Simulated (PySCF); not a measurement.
# TlN−: bond curves at several levels of theory

An exercise on one series of results from a longer session: the logs are not shown, and one member is left open.

Method: Tl def2-SVPD with ECP60, N def2-SVPD, scalar-relativistic core potentials; program: PySCF 2.14.0.

8 further runs of the same task are left out: 1 that didn't finish, 7 set aside as unsound or not needed.

Set-up of the first run:

A driver script around PySCF takes these settings:

```
atoms                         : Tl, N
charge                        : -1
basis                         : Tl def2-SVPD with ECP60, N def2-SVPD
Hamiltonian                   : scalar-relativistic core potentials
basis functions               : 52
electrons treated             : 29
masses in u                   : 204.9744, 14.0031
levels                        : PBE0, PBE, r²SCAN
grid                          : 80 radial by 434 angular points
occupations                   : held fixed by the projection of orbital angular momentum
dissociation limit            : Tl− + N, each in its ground configuration
starting distance in angstrom : 2.185
values of 2S to try           : 1, 3, 5
```

On the command line:

```sh
> OMP_NUM_THREADS=1 python dia.py task.json out
```

Among the steps run: The job; The PBE0 curve of the state that the search chose; PBE (GGA); r²SCAN (meta-GGA).

One of the session's tables, all rows but one given; the rest of the session is left out.

Energy (eV) from each level's lowest point:

```
R (Å)    PBE  r²SCAN   PBE0
1.849  0.909   0.869  0.799
1.935  0.408   0.380  0.332
2.021  0.131   0.118  0.092
2.086  0.031   0.027  0.015
2.150  0.000   0.000  0.000
2.215  0.020   0.019  0.027
2.300  0.104   0.091  0.103
2.408  0.264   0.224  0.234
2.537      ?       ?      ?
2.709  0.796   0.655  0.649
```

Q: Estimate the row for R (Å) = 2.537 from the others.

Worked estimate for «PBE». A straight line through the neighbours (2.408, 0.264) and (2.709, 0.796) gives 0.264 + (0.796 − 0.264) × (2.537 − 2.408) / (2.709 − 2.408) = 0.492; a parabola fitted to 3 rows on both sides gives 0.476.

The run gave: PBE: 0.491; r²SCAN: 0.409; PBE0: 0.411. In «PBE» the line misses by +0.001 and the parabola by -0.015.
